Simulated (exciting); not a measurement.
# PtSe (P-6m2) in exciting: reference runs

How does PtSe come out in PBEsol? The cell is run as given.

Program: exciting (release sodium). These are calculated values, not measurements. Logs are shortened: lines on timing, memory, paths and dates and some standing lists are left out, and cuts for length are marked.

## 1. The crystal as given

It takes space group P-6m2 (No. 187, hexagonal). The conventional cell has a = 3.702 Å, b = 3.702 Å, c = 3.613 Å, α = 90.00°, β = 90.00°, γ = 120.00°. Pt (site symmetry -6m2) is surrounded by 6 Se at 2.80 Å. Se (site symmetry -6m2) is surrounded by 6 Pt at 2.80 Å.

The cell comes from a database or a generator and needn't be the stable form of this composition.

## 2. Single point, PBEsol

File input.xml:

```xml
<input>
  <title>PtSe</title>
  <structure speciespath="./" tshift="false">
    <crystal scale="1">
      <basevect>6.995521072578 0.000000000000 0.000000000000</basevect>
      <basevect>-3.497760526840 6.058298966672 0.000000000000</basevect>
      <basevect>0.000000000000 0.000000000000 6.827281968237</basevect>
    </crystal>
    <species speciesfile="Pt.xml" rmt="2.3">
      <atom coord="0.000000000000 0.000000000000 0.000000000000"/>
    </species>
    <species speciesfile="Se.xml" rmt="2">
      <atom coord="0.666666666667 0.333333333333 0.500000000000"/>
    </species>
  </structure>
  <groundstate do="fromscratch" ngridk="8 8 7" rgkmax="9" gmaxvr="14" lmaxapw="10" lmaxmat="10" lmaxvr="8" xctype="GGA_PBE_SOL" stype="Fermi Dirac" swidth="0.00183747" nempty="14" ValenceRelativity="iora*" epsengy="1e-05" epspot="1e-05" maxscl="60" tforce="true" outputlevel="normal"/>
</input>
```

Potentials or basis: all-electron LAPW+lo, shipped species files, valence relativity iora*.

Launch:

```
OMP_NUM_THREADS=1 exciting_smp
```

INFO.OUT:

```text
================================================================================
EXCITING SODIUM started
[... 10 lines left out ...]

 Lattice vectors (cartesian) :
      6.9955210726      0.0000000000      0.0000000000
     -3.4977605268      6.0582989667      0.0000000000
      0.0000000000      0.0000000000      6.8272819682

 Reciprocal lattice vectors (cartesian) :
      0.8981725939      0.5185601870     -0.0000000000
      0.0000000000      1.0371203768      0.0000000000
      0.0000000000     -0.0000000000      0.9203055237

 Unit cell volume                           :     289.3467509326
 Brillouin zone volume                      :       0.8572766504

 Species :    1 (Pt)
     parameters loaded from                 :    Pt.xml
     name                                   :    platinum
     nuclear charge                         :     -78.00000000
     electronic charge                      :      78.00000000
     atomic mass                            :  355605.43990000
     muffin-tin radius                      :       2.30000000
     # of radial points in muffin-tin       :     450

     atomic positions (lattice) :
       1 :   0.00000000  0.00000000  0.00000000

 Species :    2 (Se)
     parameters loaded from                 :    Se.xml
     name                                   :    selenium
     nuclear charge                         :     -34.00000000
     electronic charge                      :      34.00000000
     atomic mass                            :  143935.27480000
     muffin-tin radius                      :       2.00000000
     # of radial points in muffin-tin       :     350

     atomic positions (lattice) :
       1 :   0.66666667  0.33333333  0.50000000

 Total number of atoms per unit cell        :       2

 Spin treatment                             :    spin-unpolarised

 Number of Bravais lattice symmetries       :      24
 Number of crystal symmetries               :      12

 k-point grid                               :       8    8    7
 Total number of k-points                   :      60
 k-point set is reduced with crystal symmetries

 R^MT_min * |G+k|_max (rgkmax)              :       9.00000000
[... 53 lines left out ...]
 Fermi energy                               :         0.28667863
 Kinetic energy                             :     23599.02222686
 Coulomb energy                             :    -44014.14173673
 Exchange energy                            :      -430.81723943
 Correlation energy                         :        -7.26278395
[... 270 lines left out ...]
 RMS change in effective potential (target) :  0.266336E-02  ( 0.100000E-04)
 Absolute change in total energy   (target) :  0.831357      ( 0.100000E-04)
 Charge distance                   (target) :  0.163437E-03  ( 0.100000E-04)
 Abs. change in max-nonIBS-force   (target) :   0.00000      ( 0.500000E-04)

++++++++++++++++++++++++++++++++++++++++++++++++++++++++++++++++++++++++++++++++
[... 8 further cycles ...]
+ SCF iteration number :   19                                                  +
++++++++++++++++++++++++++++++++++++++++++++++++++++++++++++++++++++++++++++++++
 Total energy                               :    -20870.12796550
 _______________________________________________________________
 Fermi energy                               :         0.27222570
 Kinetic energy                             :     23587.45347239
 Coulomb energy                             :    -44019.20266154
 Exchange energy                            :      -431.11304753
 Correlation energy                         :        -7.26572882
[... 275 lines left out ...]
 RMS change in effective potential (target) :  0.212294E-08  ( 0.100000E-04)
 Absolute change in total energy   (target) :  0.606768E-06  ( 0.100000E-04)
 Charge distance                   (target) :  0.356904E-09  ( 0.100000E-04)
 Abs. change in max-nonIBS-force   (target) :   0.00000      ( 0.500000E-04)

++++++++++++++++++++++++++++++++++++++++++++++++++++++++++++++++++++++++++++++++
| Convergency criteria checked for the last 2 iterations                       +
| Convergence targets achieved. Performing final SCF iteration                 +
++++++++++++++++++++++++++++++++++++++++++++++++++++++++++++++++++++++++++++++++
 Total energy                               :    -20870.13348492
 _______________________________________________________________
 Fermi energy                               :         0.27222815
 Kinetic energy                             :     23587.45328388
 Coulomb energy                             :    -44019.20783230
 Exchange energy                            :      -431.11320682
 Correlation energy                         :        -7.26572968

 DOS at Fermi energy (states/Ha/cell)       :        32.47302963

 Electron charges :
     core                                   :        66.00000000
     core leakage                           :         0.00287386
     valence                                :        46.00000000
     interstitial                           :         5.28641142
     charge in muffin-tin spheres :
                  atom     1    Pt          :        75.64898785
                  atom     2    Se          :        31.06460073
     total charge in muffin-tins            :       106.71358858
     total charge                           :       112.00000000

++++++++++++++++++++++++++++++++++++++++++++++++++++++++++++++++++++++++++++++++
+ Self-consistent loop stopped                                                 +
++++++++++++++++++++++++++++++++++++++++++++++++++++++++++++++++++++++++++++++++
 STATE.OUT is written

--------------------------------------------------------------------------------
- Writing atomic positions and forces                                          -
--------------------------------------------------------------------------------

 Atomic positions (lattice) :
 atom     1  Pt  :     0.00000000    0.00000000    0.00000000
 atom     2  Se  :     0.66666667    0.33333333    0.50000000

 Total atomic forces including IBS (cartesian) :
 atom     1  Pt  :     0.00000000   -0.00000000    0.00000000
 atom     2  Se  :     0.00000000    0.00000000    0.00000000

 Atomic force components including IBS (cartesian) :
 atom     1  Pt  :     0.00000000    0.00000000    0.00000000   HF force
                 :    -0.00000000    0.00000000    0.00000000   core correction
                 :     0.00000000    0.00000000    0.00000000   IBS correction
 atom     2  Se  :    -0.00000000    0.00000000    0.00000000   HF force
                 :     0.00000000   -0.00000000    0.00000000   core correction
                 :    -0.00000000   -0.00000000    0.00000000   IBS correction

********************************************************************************
* Groundstate module stopped                                                   *
********************************************************************************

================================================================================
| EXCITING SODIUM stopped                                                      =
================================================================================
```

It took 9.4 min on 1 thread of Arm Neoverse V1, shared host; peak memory 0.14 GiB.

Results:

```yaml
Free_energy: -567905.2732 eV
Band_gap_on_the_k_mesh: none (metal or under the smearing width)
All_electrons_inside_the_program's_atomic_spheres: Pt 75.65; Se 31.06 (radii Pt 2.3, Se 2.0 bohr)
```

Caveat: the log's total energy holds no entropy term; the free energy is that total less TS from the occupations. The run has no spin-orbit coupling, so splittings on Pt are missing.
